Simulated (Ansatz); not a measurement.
Working through a frozen displacement of one atom of LiBe, space group Pm-3m

With Ansatz's Python interface.

Interactive session:
```pycon
>>> import ansatz as az
>>> import numpy as np
>>> config = {
...     "functional": "pbesol",
...     "kmesh": (9, 9, 9),
...     "width_ev": 0.1,
...     "tolerance": 1e-07,
... }
>>> libe = (
...     az.Lattice.of([2.811153, 0.0, 0.0], [0.0, 2.811153, 0.0], [0.0, 0.0, 2.811153])
...     .atom("Li", [0.0, 0.0, 0.0])
...     .atom("Be", [0.5, 0.5, 0.5])
... )
>>> len(libe.resolved().sites)
2
>>> inverse = np.linalg.inv(np.array(libe.lattice.vectors))
>>> home = np.array(libe.sites[0].position)
>>> values = np.linspace(-0.1, 0.1, 5)
>>> energies, pulls = [], []
>>> for shift in values:
...     moved = libe.move(0, to=home + shift * inverse[0])
...     calc = (
...         moved.calculation()
...         .functional(config["functional"])
...         .kpoints(*config["kmesh"])
...         .occupations(az.OccupationsMethod.COLD, width=config["width_ev"])
...         .scf(tolerance=config["tolerance"])
...         .forces()
...     )
...     r = calc.run(threads=1, pin="off").report
...     energies.append(r["free_energy_ev"])
...     pulls.append(r["forces_ev_ang"][0][0])
...
DeckWarning: basis.ecutwfc = 420 eV, auto-derived from the records' recommended cutoffs: set by Li (normal level)
>>> # the force is minus the slope of the free energy
>>> print("shift (A)   dE (eV)   force along x (eV/A)")
shift (A)   dE (eV)   force along x (eV/A)
>>> for shift, e, f in zip(values, energies, pulls):
...     print(f"{shift:8.3f} {e - energies[2]:10.5f} {f:12.4f}")
...
  -0.100    0.02209       0.4404
  -0.050    0.00553       0.2212
   0.000    0.00000      -0.0000
   0.050    0.00553      -0.2212
   0.100    0.02209      -0.4404
>>> print(f"stiffness from energies {2 * np.polyfit(values, energies, 2)[0]:.3f}, from forces {-np.polyfit(values, pulls, 1)[0]:.3f} eV/A^2")
stiffness from energies 4.416, from forces 4.408 eV/A^2
```

The curvature of the energy gives 4.416 eV/Å² and the slope of the force 4.408 eV/Å², a positive curvature.

Caveats:
- For a metal this k-point mesh is coarse: on a finer one energies can move by several to tens of meV an atom and pressures by half a GPa or more, differences at one mesh by less.
- In a metal a curvature from energy changes of a few meV or less hangs on mesh and smearing, in size and even in sign.
- This cell is a computed structure, which may not be the phase found in nature.
- Warnings are shown shortened and without file and line.
- All periodic images of the atom move with it, so the curvature is one diagonal element of the zone-centre force constants and no normal mode; a positive value doesn't exclude soft modes in which several atoms move.
- Finished in 5 s on 1 thread of Arm Neoverse V1, with other jobs on the host, peak memory 0.34 GiB.

(Lines on the test bed's own set-up are left out of the output.)
